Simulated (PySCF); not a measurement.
# RuOBr: structure of the sextet

Where does sextet RuOBr go from a bent start, is the end point a minimum, and what are its modes, charges and moments?

Method: PBE0, basis Ru def2-TZVP with ECP28, O def2-TZVP, Br def2-TZVP, scalar-relativistic core potentials, no spin–orbit coupling, density fitting; program: PySCF 2.14.0.

### Step 1. The system as given

3 atoms, charge 0, spin multiplicity 6.

Bond lengths: Ru1–O2 1.710 Å, Ru1–Br3 2.390 Å. Angles: O2–Ru1–Br3 110.0°.

```xyz
3
charge 0 multiplicity 6
Ru    0.0000    0.0000    0.0000
O    -1.4007    0.0000    0.9808
Br    1.9578    0.0000    1.3708
```

### Step 2. The SCF at the typed geometry

The steps below are one call of a driver around PySCF. For each, scf.py gives the equivalent set-up of the SCF; relaxations use the driver's own optimiser. After this first run the driver tries any further starts and a stability analysis.

scf.py reads:

```python
from pyscf import gto, scf, dft
mol = gto.M(atom='''
Ru     0.000000     0.000000     0.000000
O     -1.400700     0.000000     0.980800
Br     1.957800     0.000000     1.370800''',
    basis={'Ru': 'def2-TZVP', 'O': 'def2-TZVP', 'Br': 'def2-TZVP'},
    ecp={'Ru': 'def2-TZVP'},
    charge=0, spin=5)
mf = dft.UKS(mol, xc='PBE0')
mf.grids.atom_grid = (50, 194)
aux = {'Ru': 'def2-universal-JKFIT', 'O': 'def2-universal-JKFIT', 'Br': 'def2-universal-JKFIT'}
mf = mf.density_fit(auxbasis=aux)
mf.conv_tol = 1e-08
mf.diis_space = 10
mf.max_cycle = 60
mf.init_guess = 'minao'
mf.verbose = 4
mf.kernel()
```

Run with:

```bash
OMP_NUM_THREADS=4 python axn.py task.json out
```

The runs that follow: Relaxation: bent start, sextet; Is it a minimum? Harmonic modes.

Q: Predict the outcome of this session. Wanted: minimum; geometry; wavenumbers; dipole moment; highest occupied, lowest empty level; polar-tensor charge of Ru1; zero-point energy; atomisation energy; ⟨S²⟩.

As calculated:

```
                                          quantity                                        value
                                           minimum                                   sextet, Cs
                                          geometry  Ru–Br 2.425 Å, Ru–O 1.757 Å; Br–Ru–O 155.1°
                                wavenumbers (cm⁻¹)                  73 (a'), 266 (a'), 843 (a')
                                     dipole moment                                       1.59 D
highest occupied, lowest empty level (either spin)                              -7.57, -4.87 eV
                        polar-tensor charge of Ru1                                      +1.06 e
                                 zero-point energy                                   7.1 kJ/mol
                               entropy at 298.15 K                              319.1 J/(mol K)
         atomisation energy (no zero-point energy)                                   700 kJ/mol
                                              ⟨S²⟩                                        8.767
```

In words: The bent start keeps its Cs symmetry and ends in a minimum. The strongest infrared band lies at 843 cm⁻¹ (a', stretch). Most of the spin sits on Ru1 (Mulliken spin 3.84, against 5 for the whole molecule). Only this shape and spin were tried, so other structures or states may lie lower. One determinant may miss the lowest occupation of an open d or f shell.
